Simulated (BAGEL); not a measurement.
# HF/def2-SVPD (density fitting with qzvpp-jkfit) run of GeH2Cl2 (SMILES [Cl][GeH2][Cl])

What is the vertical singlet–triplet gap of GeH2Cl2 at HF/def2-SVPD (density fitting with qzvpp-jkfit)? 

The calculation is run with BAGEL 1.2.2.

12 further runs of the same task are left out: 12 set aside as unsound or not needed.

### 1 Starting point

GeH2Cl2 has 5 atoms, charge 0, and is taken as a singlet. SMILES: `[Cl][GeH2][Cl]`. Geometry: relaxed at PBE0-D4/def2-TZVP.

Bond lengths: Cl1–Ge2 2.140 Å, Ge2–Cl3 2.140 Å, Ge2–H4 1.528 Å, Ge2–H5 1.528 Å. Angles: Cl1–Ge2–Cl3 108.2°, Cl1–Ge2–H4 108.2°, Cl1–Ge2–H5 108.2°, Cl3–Ge2–H4 108.2°, Cl3–Ge2–H5 108.2°, H4–Ge2–H5 115.8°.

### 2 A single-point energy at HF/def2-SVPD (density fitting with qzvpp-jkfit)

Input file input.json:

```json
{ "bagel": [

{
  "title": "molecule",
  "basis": "def2-svpd.json",
  "df_basis": "qzvpp-jkfit",
  "angstrom": true,
  "geometry": [
    { "atom": "Cl", "xyz": [   -1.771500,   -0.157700,    0.977200 ] },
    { "atom": "Ge", "xyz": [    0.027400,    0.080300,   -0.156400 ] },
    { "atom": "Cl", "xyz": [    1.579400,   -1.030200,    0.811000 ] },
    { "atom": "H", "xyz": [   -0.198900,   -0.525000,   -1.541400 ] },
    { "atom": "H", "xyz": [    0.413600,    1.558900,   -0.131900 ] }
  ]
},
{ "title": "hf" },
{ "title": "print", "file": "orbitals.molden", "orbitals": true }

]}
```

The basis set def2-SVPD is read from a file made from the Basis Set Exchange's data (not shown).

Started as:

```console
$ BAGEL_NUM_THREADS=1 BAGEL input.json > input.out
```

Standard output:

```text
* using 1 threads per process

  ===============================================================
  ===============================================================

  *** Geometry ***

  { "atom" : "Cl", "xyz" : [     -3.347650,     -0.298010,      1.846640 ] },
  { "atom" : "Ge", "xyz" : [      0.051778,      0.151745,     -0.295553 ] },
  { "atom" : "Cl", "xyz" : [      2.984633,     -1.946796,      1.532568 ] },
  { "atom" : "H", "xyz" : [     -0.375867,     -0.992106,     -2.912824 ] },
  { "atom" : "H", "xyz" : [      0.781591,      2.945894,     -0.249255 ] },

  Number of auxiliary basis functions:      558

  Since a DF basis is specified, we compute 2- and 3-index integrals:
    o Being stored without compression. Storage requirement is 0.052 GB

  Number of basis functions:      108
  Number of electrons      :       68

    * METHOD: MOLECULE                             0.32

  *** RHF ***

  === Nuclear Repulsion ===
   347.6002204613

      * DIIS with orbital gradients will be used.

  === RHF iteration (def2-svpd.json) ===
      0      -2994.96901252          0.01053021           0.14
      1      -2995.05325309          0.00568149           0.12
      2      -2995.07613988          0.00095142           0.14
      3      -2995.07701189          0.00029387           0.13
      4      -2995.07709430          0.00006172           0.12
      5      -2995.07710028          0.00002000           0.12
      6      -2995.07710099          0.00000608           0.14
      7      -2995.07710105          0.00000153           0.12
      8      -2995.07710105          0.00000059           0.13
      9      -2995.07710105          0.00000016           0.12
     10      -2995.07710105          0.00000005           0.13
     11      -2995.07710105          0.00000002           0.14
     12      -2995.07710105          0.00000000           0.13
    * SCF iteration converged.

    * Permanent dipole moment:
           (   -0.085663,    -0.467946,     0.729120) a.u.

    * METHOD: HF                                   1.99

    * METHOD: PRINT                                0.02

  ===============================================================
```

It took 2.7 s on 1 thread of Intel Xeon 6975P-C (Granite Rapids), shared host; peak memory 0.18 GiB.

### 3 The triplet

Input file hf.json:

```json
{ "bagel": [

{
  "title": "molecule",
  "basis": "def2-svpd.json",
  "df_basis": "qzvpp-jkfit",
  "angstrom": true,
  "geometry": [
    { "atom": "Cl", "xyz": [   -1.771500,   -0.157700,    0.977200 ] },
    { "atom": "Ge", "xyz": [    0.027400,    0.080300,   -0.156400 ] },
    { "atom": "Cl", "xyz": [    1.579400,   -1.030200,    0.811000 ] },
    { "atom": "H", "xyz": [   -0.198900,   -0.525000,   -1.541400 ] },
    { "atom": "H", "xyz": [    0.413600,    1.558900,   -0.131900 ] }
  ]
},
{
  "title": "uhf",
  "nopen": 2
},
{
  "title": "print",
  "file": "orbitals.molden",
  "orbitals": true
}

]}
```

The basis set def2-SVPD is read from a file made from the Basis Set Exchange's data (not shown).

Started as:

```console
$ BAGEL_NUM_THREADS=1 BAGEL hf.json > hf.out
```

Standard output:

```text
* using 1 threads per process

  ===============================================================
  ===============================================================

  *** Geometry ***

  { "atom" : "Cl", "xyz" : [     -3.347650,     -0.298010,      1.846640 ] },
  { "atom" : "Ge", "xyz" : [      0.051778,      0.151745,     -0.295553 ] },
  { "atom" : "Cl", "xyz" : [      2.984633,     -1.946796,      1.532568 ] },
  { "atom" : "H", "xyz" : [     -0.375867,     -0.992106,     -2.912824 ] },
  { "atom" : "H", "xyz" : [      0.781591,      2.945894,     -0.249255 ] },

  Number of auxiliary basis functions:      558

  Since a DF basis is specified, we compute 2- and 3-index integrals:
    o Being stored without compression. Storage requirement is 0.052 GB

  Number of basis functions:      108
  Number of electrons      :       68

    * METHOD: MOLECULE                             0.25

  *** Open-shell HF ***

  === Nuclear Repulsion ===
   347.6002204613

      * DIIS with orbital gradients will be used.

  === UHF iteration (def2-svpd.json) ===
      0      -2994.64290483          0.02107591           0.26
      1      -2994.73403613          0.01428976           0.28
      2      -2994.76475826          0.00863962           0.24
      3      -2994.78110610          0.00078323           0.28
      4      -2994.78175865          0.00044295           0.29
      5      -2994.78207437          0.00026493           0.28
      6      -2994.78229562          0.00019914           0.26
      7      -2994.78246037          0.00017256           0.25
      8      -2994.78265983          0.00014732           0.27
      9      -2994.78300134          0.00011090           0.25
     10      -2994.78313991          0.00008792           0.25
     11      -2994.78324149          0.00006253           0.27
     12      -2994.78328501          0.00004150           0.25
     13      -2994.78329457          0.00002284           0.26
     14      -2994.78329715          0.00002556           0.26
     15      -2994.78329717          0.00002380           0.25
     16      -2994.78329703          0.00002336           0.27
     17      -2994.78329697          0.00002365           0.29
     18      -2994.78329682          0.00002179           0.26
     19      -2994.78329511          0.00001244           0.26
     20      -2994.78329532          0.00000990           0.25
     21      -2994.78329540          0.00000812           0.26
     22      -2994.78329587          0.00000598           0.26
     23      -2994.78329592          0.00000463           0.27
     24      -2994.78329593          0.00000499           0.25
     25      -2994.78329595          0.00000452           0.25
     26      -2994.78329597          0.00000496           0.25
     27      -2994.78329593          0.00000364           0.25
     28      -2994.78329591          0.00000306           0.24
     29      -2994.78329590          0.00000263           0.25
     30      -2994.78329590          0.00000293           0.25
     31      -2994.78329590          0.00000294           0.27
     32      -2994.78329590          0.00000300           0.24
     33      -2994.78329588          0.00000252           0.26
     34      -2994.78329587          0.00000238           0.26
     35      -2994.78329591          0.00000169           0.25
     36      -2994.78329591          0.00000103           0.25
     37      -2994.78329592          0.00000059           0.26
     38      -2994.78329592          0.00000033           0.24
     39      -2994.78329592          0.00000026           0.29
     40      -2994.78329592          0.00000022           0.32
     41      -2994.78329592          0.00000020           0.25
     42      -2994.78329592          0.00000019           0.25
     43      -2994.78329592          0.00000019           0.26
     44      -2994.78329592          0.00000019           0.25
     45      -2994.78329592          0.00000019           0.25
     46      -2994.78329592          0.00000019           0.25
     47      -2994.78329592          0.00000019           0.24
     48      -2994.78329592          0.00000019           0.25
     49      -2994.78329592          0.00000019           0.25
     50      -2994.78329592          0.00000019           0.25
     51      -2994.78329591          0.00000017           0.25
     52      -2994.78329591          0.00000015           0.24
     53      -2994.78329591          0.00000014           0.26
     54      -2994.78329591          0.00000010           0.26
     55      -2994.78329591          0.00000004           0.27
     56      -2994.78329591          0.00000003           0.24
     57      -2994.78329591          0.00000003           0.25
     58      -2994.78329591          0.00000002           0.25
     59      -2994.78329591          0.00000002           0.25
     60      -2994.78329591          0.00000001           0.25
     61      -2994.78329591          0.00000001           0.27
     62      -2994.78329591          0.00000001           0.30
    * SCF iteration converged.

    * S^2 (UHF) is 2.0393

    * Permanent dipole moment:
           (   -0.043893,    -0.240166,     0.374200) a.u.

    * METHOD: UHF                                 16.55

    * METHOD: PRINT                                0.03

  ===============================================================
```

Run time: 17 s. Hardware: 1 thread of Intel Xeon 6975P-C (Granite Rapids), shared host; peak memory 0.18 GiB.

### 4 What came out

At HF/def2-SVPD (density fitting with qzvpp-jkfit):

| quantity | value |
| --- | --- |
| singlet: total energy | -2995.07710 Eh |
| singlet: dipole moment | 2.21 D |
| singlet: HOMO energy | -12.33 eV |
| singlet: LUMO energy | 1.83 eV |
| singlet: HOMO–LUMO gap | 14.17 eV |
| triplet: total energy | -2994.78330 Eh |
| triplet: dipole moment | 1.14 D |
| triplet: ⟨S²⟩ | 2.039 |
| vertical energy of the triplet above the singlet | 7.995 eV |

**Reading.** At this shape the triplet lies 7.99 eV (771 kJ/mol) above the singlet.
